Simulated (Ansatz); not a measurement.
**Li2Pd (P6/mmm): scan of the energy under strain in Python**

What does a strain cost in Li2Pd (P6/mmm)? The task is a scan of the energy under strain, for Li2Pd (P6/mmm).

All numbers are computed with Ansatz 0.2.0, driven from Python. Level of theory: DFT r2SCAN, plane waves, PAW.

## Step 1: The structure

It takes space group P6/mmm (No. 191, hexagonal). Conventional cell: a = 4.222 Å, b = 4.222 Å, c = 2.724 Å, α = 90.00°, β = 90.00°, γ = 120.00°. Li (site symmetry -6m2) has 5 Li at 2.44 to 2.72 Å and 6 Pd at 2.79 Å as nearest neighbours. Pd (site symmetry 6/mmm) has 2 Pd at 2.72 Å and 12 Li at 2.79 Å as nearest neighbours.

No structure file is read: the coordinates are typed or built in the script.

## Step 2: The script

Input file strain_li2pd.py:

```python
"""Energy of Li2Pd under shear strain, ions carried with the cell."""

import ansatz as az
import matplotlib.pyplot as plt
import numpy as np

vectors0 = np.array([
    [4.222, 0.0, 0.0],
    [-2.111, 3.656359, 0.0],
    [0.0, 0.0, 2.724],
])
sites = [
    ("Li", (1 / 3, 2 / 3, 0.5)),
    ("Li", (2 / 3, 1 / 3, 0.5)),
    ("Pd", (0.0, 0.0, 0.0)),
]


def build(cell):
    crystal = az.Crystal(lattice=az.Lattice.of(cell))
    for symbol, position in sites:
        crystal = crystal.atom(symbol, position)
    return crystal

# clamped ions: the fractional positions stay as typed
values = np.linspace(-0.02, 0.02, 7)
energies = []
for d in values:
    strain = np.array([[0, d / 2, 0], [d / 2, 0, 0], [0, 0, 0]])
    cell = vectors0 @ (np.eye(3) + strain)
    setup = (
        build(cell).calculation()
        .functional("r2SCAN")
        .pseudopotentials("paw")
        .occupations(az.OccupationsMethod.FERMI_DIRAC, width=0.15)
        .basis(520)
        .kpoints(10, 10, 13)
    )
    rep = setup.run().report
    energies.append(rep["free_energy_ev"] / len(sites))
    print(f"d = {d:+.4f}  F = {energies[-1]:.5f} eV/atom")
energies = np.array(energies)

for value, e in zip(values, energies):
    print(f"strain {value:7.3f}   E - Emin = {1000 * (e - energies.min()):9.3f} meV/atom")
plt.figure(figsize=(4.5, 3))
plt.plot(values, 1000 * (energies - energies.min()), "o-")
plt.xlabel("strain")
plt.ylabel("meV/atom")
plt.tight_layout()
plt.savefig("strain.png", dpi=100)
curvature = 2 * np.polyfit(values, energies, 3)[1]
volume = abs(np.linalg.det(vectors0)) / len(sites)
print(f"d2E/dd2 over the volume: {curvature / volume * 160.21766:.1f} GPa")
```

## Step 3: What the engine is handed

The package turns the script's settings into the engine's input (first run):

```yaml
crystal:
  lattice:
    - [4.222, -0.04222000000000001, 0.0]
    - [-2.1475635900000003, 3.6774690000000003, 0.0]
    - [0.0, 0.0, 2.724]
  atoms:
    - { symbol: Li, position: [0.3333333333333333, 0.6666666666666666, 0.5] }
    - { symbol: Li, position: [0.6666666666666666, 0.3333333333333333, 0.5] }
    - { symbol: Pd, position: [0.0, 0.0, 0.0] }
basis:
  ecutwfc: 520.0
kpoints:
  mp_grid:
    grid: [10, 10, 13]
hamiltonian:
  xc: r2scan
  pseudopotentials:
    kind: paw
scf:
  occupations:
    method: fermi_dirac
    width: 0.15
```

## Step 4: Running it

Started as:

```sh
$ python strain_li2pd.py
```

**Question.** How much energy does this shear strain cost, and what curvature follows?

As calculated:

| quantity | value |
| --- | --- |
| curvature under the strain | 27.3 GPa |
| runs compared | 7 |
| range of energy | 0.48 meV/atom |
| lowest point, strain | 0.000 |

What this shows: Against the unstrained cell the energy per atom changes by +0.48 meV at one end of the scan and +0.48 meV at the other, and its second derivative over the volume is 27.3 GPa. Spin is left out of this run. The smearing is wide enough that free energy and stress hold a thermal part of the electrons. The curvature belongs to this strain pattern and to the cell's stress; it equals a single elastic constant only for simple patterns. In a metal a curvature from energy changes of a few meV or less hangs on mesh and smearing, in size and even in sign. The ions keep their fractional positions (clamped ions).
